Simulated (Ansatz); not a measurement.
# GaFe, space group P-6m2: the Heisenberg exchange couplings

Program: Ansatz 0.2.0, Python API.

The cells in order, each with its output:

```python
import ansatz as az
import numpy as np
```

```python
gafe = (
    az.Lattice.of((2.748131, 0.0, 0.0), (-1.374065, 2.379951, 0.0), (0.0, 0.0, 4.030782))
    .atom("Ga", (0.0, 0.0, 0.5))
    .atom("Fe", (2 / 3, 1 / 3, 0.0))
    .moments(Fe=3.5)
)

[site.symbol for site in gafe.resolved().sites]
```

    ['Ga', 'Fe']

```python
setup = (
    gafe.calculation()
    .functional("lda")
    .kpoints(11, 11, 7)
    .occupations("fermi_dirac")
    .spin("collinear")
    .eigenstates(nscf_kmesh=(8, 8, 5))
    .exchange_couplings(magnetic=["Fe"])
)
couplings = setup.run(threads=1, pin="off").exchange_couplings().to_plain()
for atom in couplings["atoms"]:
    print(atom["site"]["symbol"], atom["role"], "moment", round(atom["moment_mub"], 3), "muB")
shells = {}
for pair in couplings["pairs"]:
    key = (pair["site"], pair["partner"], round(float(np.linalg.norm(pair["displacement_ang"])), 2))
    shells.setdefault(key, []).append(1000 * pair["coupling_ev"])
print("site partner distance (A)  count  mean J (meV)")
for (i, j, d), values in sorted(shells.items(), key=lambda item: item[0][2])[:10]:
    print(f"{i:4d} {j:7d} {d:12.2f} {len(values):6d} {np.mean(values):13.3f}")
print("mean-field order:", couplings["mean_field_order"])
```

    DeckWarning: basis.ecutwfc = 420 eV, auto-derived from the records' recommended cutoffs: set by Ga (normal level)
    Ga relaxed moment -0.008 muB
    Fe magnetic moment 1.868 muB
    site partner distance (A)  count  mean J (meV)
       1       1         2.75      6        14.242
       1       1         4.03      2        -2.498
       1       1         4.76      6         0.563
       1       1         4.88     12         0.868
       1       1         5.50      6         0.313
       1       1         6.24     12        -0.491
       1       1         6.82     12         0.027
       1       1         7.27     12         0.170
       1       1         8.06      2        -3.090
       1       1         8.24      6        -0.528
    mean-field order: {'temperature_k': 734.8111504131438, 'q_frac': [0.0, 0.0, 0.2]}

Reading the output:
- The magnetic order follows from the starting moments and needn't be the lowest.
- For a metal this k-point mesh is coarse: on a finer one energies can move by several to tens of meV an atom and pressures by half a GPa or more, differences at one mesh by less.
- The structure comes from a database of computed cells and needn't be a stable or known phase.
- Warnings are shown shortened and without file and line.
- The couplings are those of E = -sum over i != j of J_ij e_i.e_j for unit vectors, so J > 0 favours parallel moments. Couplings oscillate with the k-mesh and hold for small turns from this magnetic state; mean-field temperatures overestimate ordering, and where the couplings favour a wavevector other than zero the state started from isn't the stable order.
- Hardware and time: 16 s on 1 thread of Intel(R) Xeon(R) 6975P-C (Granite Rapids) (shared host), peak memory 0.64 GiB.
